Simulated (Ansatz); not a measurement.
**CH5NbO3: small, medium and large basis sets**

How large a basis does CH5NbO3 need? Two functionals are run in growing sets.

The runs use Ansatz 0.2.0, Gaussian basis; one geometry, several basis sets.

Plan: PBE0-D4/def2-SVP; ωB97M-V/def2-SVP; PBE0-D4/def2-QZVPP; ωB97M-V/def2-QZVPP; the functionals' def2-TZVPP values are taken from earlier runs.

**1. Structure used throughout**

An earlier PBE0-D4 in a triple-zeta def2 set relaxation fixed the geometry. Nb takes the def2 core potential; no spin-orbit term is included.

10 atoms, charge 0, spin multiplicity 1.

Atoms are counted from 1 here; the program's logs count them from 0.

Bond lengths: C1–Nb2 2.157 Å, C1–H6 1.094 Å, C1–H7 1.095 Å, C1–H8 1.094 Å, Nb2–O3 1.697 Å, Nb2–O4 1.897 Å, Nb2–O5 1.897 Å, O4–H9 0.958 Å, O5–H10 0.958 Å. Angles: Nb2–C1–H6 110.4°, Nb2–C1–H7 110.6°, Nb2–C1–H8 110.4°, H6–C1–H7 108.8°, H6–C1–H8 107.9°, H7–C1–H8 108.8°, C1–Nb2–O3 105.0°, C1–Nb2–O4 107.9°, C1–Nb2–O5 107.9°, O3–Nb2–O4 111.0°, O3–Nb2–O5 111.0°, O4–Nb2–O5 113.5°, Nb2–O4–H9 130.8°, Nb2–O5–H10 130.8°.

**2. PBE0-D4 in def2-SVP**

in.yaml reads:

```yaml
crystal:
  periodic: [false, false, false]
  atoms:
    - {symbol: C, position_ang: [-0.863604, -0.984540, -0.840410]}
    - {symbol: Nb, position_ang: [0.438976, 0.253260, 0.353225]}
    - {symbol: O, position_ang: [1.674985, -0.785368, 0.874908]}
    - {symbol: O, position_ang: [-0.565058, 0.909080, 1.822795]}
    - {symbol: O, position_ang: [1.126710, 1.623355, -0.763771]}
    - {symbol: H, position_ang: [-1.259640, -1.810084, -0.241371]}
    - {symbol: H, position_ang: [-1.701976, -0.397718, -1.228856]}
    - {symbol: H, position_ang: [-0.314477, -1.414470, -1.683501]}
    - {symbol: H, position_ang: [-0.474340, 0.750624, 2.763204]}
    - {symbol: H, position_ang: [2.021726, 1.804661, -1.053220]}
basis:
  gaussian: {orbitals: def2-SVP}
hamiltonian: {xc: pbe0, dispersion: d4}
output: {orbitals: {seedname: orbitals}}
```

The runs that follow: ωB97M-V in def2-SVP; PBE0-D4 in def2-QZVPP; ωB97M-V in def2-QZVPP.

**Question.** What will the summary of the whole plan be? Wanted: PBE0-D4: double and triple zeta above quadruple; ωB97M-V: double and triple zeta above quadruple.

**Answer**, as computed:

```
                                       quantity           value
PBE0-D4: double and triple zeta above quadruple   9.80, 0.50 eV
ωB97M-V: double and triple zeta above quadruple  10.05, 0.48 eV
```

What this shows: PBE0-D4 gains 9.30 eV from double to triple zeta, then 0.50 eV more. These are total energies; as a rule much of such shifts cancels in differences, which this series doesn't test. The LUMO of ωB97M-V is positive and keeps falling with the basis (1.06 to 0.44 eV): an unbound level that the basis holds in place.
